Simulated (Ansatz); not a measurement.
I need a cohesive energy from free atoms of K3Ba and its free atoms. Use Ansatz 0.2.0 through its Python package. Settings (first run): LDA, PAW, cutoff 550 eV, 7×7×7 k-points, cold smearing of 0.02 eV.

Script `k3ba_cohesive.py`:
```python
"""Binding of K3Ba against spin-polarised atoms in a box."""

from collections import Counter
import warnings

import ansatz as az

FUNCTIONAL = "lda"
CUTOFF_EV = 550
K_SPACING = 0.14
FILLING = "cold"
WIDTH_EV = 0.02


def counts(outcome):
    return Counter(site.symbol for site in outcome.lattice.sites)

UNPAIRED = {"K": 1, "Ba": 0}  # unpaired electrons of the free atoms


def solve(name, crystal):
    calc = (
        crystal.calculation()
        .functional(FUNCTIONAL)
        .basis(CUTOFF_EV)
        .kpoints(spacing=K_SPACING)
        .occupations(FILLING, width=WIDTH_EV)
    )
    if name.endswith(" atom"):
        calc = calc.kpoints(1, 1, 1).occupations("fermi_dirac", width=0.01)
        if UNPAIRED[name.split()[0]]:
            calc = calc.spin("collinear")
        return calc.run(threads=1, pin="off")
    calc = calc.relax(force_tolerance=0.01, max_steps=40, cell=True)
    return calc.run(threads=1, pin="off")

warnings.simplefilter("ignore")

phases = {}
k3ba = (
    az.Lattice.from_parameters(6.562897, 6.562897, 6.562897, alpha=90.0, beta=90.0, gamma=90.0)
    .atom("K", (0.0, 0.5, 0.5))
    .atom("K", (0.5, 0.0, 0.5))
    .atom("K", (0.5, 0.5, 0.0))
    .atom("Ba", (0.0, 0.0, 0.0))
)
phases["K3Ba"] = k3ba
# a box with unlike edges lets an open shell break the spherical symmetry
for element, moment in UNPAIRED.items():
    phases[f"{element} atom"] = az.Lattice.orthorhombic(9.0, 9.5, 10.0).atom(element, (0.5, 0.5, 0.5), moment=moment or None)

done = {}
for name, crystal in phases.items():
    done[name] = solve(name, crystal)
    print(f"{name}: {done[name].report['energy_sigma0_ev']:.4f} eV, {len(done[name].lattice.sites)} atoms")

print({element: round(done[f"{element} atom"].report["magnetization_mub"], 2) for element in UNPAIRED}, "muB on the free atoms")
solid = done["K3Ba"]
n = counts(solid)
binding = (sum(k * done[f"{e} atom"].report["energy_sigma0_ev"] for e, k in n.items()) - solid.report["energy_sigma0_ev"]) / sum(n.values())
print(f"cohesive energy {binding:.3f} eV/atom = {96.4853 * binding:.0f} kJ/mol of atoms (no zero-point energy)")
```

```console
$ python k3ba_cohesive.py
K3Ba: -10267.8253 eV, 4 atoms
K atom: -1495.3555 eV, 1 atoms
Ba atom: -5777.5112 eV, 1 atoms
{'K': 1.0, 'Ba': 0.0} muB on the free atoms
cohesive energy 1.062 eV/atom = 102 kJ/mol of atoms (no zero-point energy)
```

Reading the output:
- Absolute energies stand on the zero of these potentials, so only differences at equal settings mean something.
- Other magnetic orders than the one started from may lie lower.
- For the metals among these phases the mesh is modest: differences between phases can be off by up to 40 meV an atom.
- The cells come from databases of deposited and of computed structures, and not all need be stable phases.
- Free atoms in a box carry small image and symmetry errors, and spin-orbit coupling is left out.
- Finished in 59 s on 1 thread of Arm Neoverse V1, on a shared host, peak memory 0.77 GiB.
